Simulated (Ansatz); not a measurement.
# C2H7AlCl2: the cost of one run

Method: UKS PBE0-D4/STO-3G, in Ansatz 0.2.0.

## 1. The starting structure

Bond lengths: Al1–C2 2.294 Å, Al1–C3 1.975 Å, Al1–Cl4 2.020 Å, Al1–Cl6 2.601 Å, C2–H7 1.093 Å, C2–H8 1.089 Å, C2–H9 1.087 Å, C3–H10 1.092 Å, C3–H11 1.092 Å, C3–H12 1.093 Å. Angles (14 of 18 angles, heavy atoms first): C2–Al1–C3 109.8°, C2–Al1–Cl4 106.9°, C2–Al1–Cl6 80.0°, C3–Al1–Cl4 131.0°, C3–Al1–Cl6 108.3°, Cl4–Al1–Cl6 109.1°, Al1–C2–H7 80.6°, Al1–C2–H8 97.7°, Al1–C2–H9 149.1°, Al1–C3–H10 112.2°, Al1–C3–H11 114.8°, Al1–C3–H12 109.1°, H7–C2–H8 109.5°, H7–C2–H9 106.4°.

Structure file:

```xyz
12

Al   -0.5778    0.6099    0.2610
C     1.4990   -0.2422    0.7314
C    -1.1378    0.0480   -1.5473
Cl   -0.7036    2.3981    1.1928
H     0.2999   -0.7185    1.2551
Cl   -1.2279   -1.2691    1.9374
H     1.6139   -0.0733   -0.3423
H     1.8877    0.6161    1.2779
H     2.1229   -1.0984    0.9760
H    -2.2209    0.0900   -1.6759
H    -0.7065    0.6333   -2.3621
H    -0.8488   -0.9940   -1.7039
```

## 2. Run 1

150 steps of 0.5 fs at constant energy, with velocities drawn for 1000 K.

input.yaml reads:

```yaml
crystal:
  periodic: [false, false, false]
  atoms:
    - { symbol: Al, position_ang: [-0.5778, 0.6099, 0.261] }
    - { symbol: C, position_ang: [1.499, -0.2422, 0.7314] }
    - { symbol: C, position_ang: [-1.1378, 0.048, -1.5473] }
    - { symbol: Cl, position_ang: [-0.7036, 2.3981, 1.1928] }
    - { symbol: H, position_ang: [0.2999, -0.7185, 1.2551] }
    - { symbol: Cl, position_ang: [-1.2279, -1.2691, 1.9374] }
    - { symbol: H, position_ang: [1.6139, -0.0733, -0.3423] }
    - { symbol: H, position_ang: [1.8877, 0.6161, 1.2779] }
    - { symbol: H, position_ang: [2.1229, -1.0984, 0.976] }
    - { symbol: H, position_ang: [-2.2209, 0.09, -1.6759] }
    - { symbol: H, position_ang: [-0.7065, 0.6333, -2.3621] }
    - { symbol: H, position_ang: [-0.8488, -0.994, -1.7039] }
magnetization:
  spin_polarized: true
basis:
  gaussian: { orbitals: STO-3G }
hamiltonian:
  xc: pbe0
  dispersion: d4
md:
  timestep: 0.5
  n_steps: 150
  ensemble: nve
  temperature: 1000.0
  initial_velocities: maxwell_boltzmann
  seed: 457730
```

On the command line:

```sh
$ ansatz run input.yaml --threads 1 --pin off --max-ram 2048MiB --backend cpu --events-out ev --progress --plain --runs-dir out
```

**Question.** How long does this run take on 1 thread of Arm Neoverse V1, shared host, and how much memory does it need?

About 11 min, with a peak of 0.17 GiB.
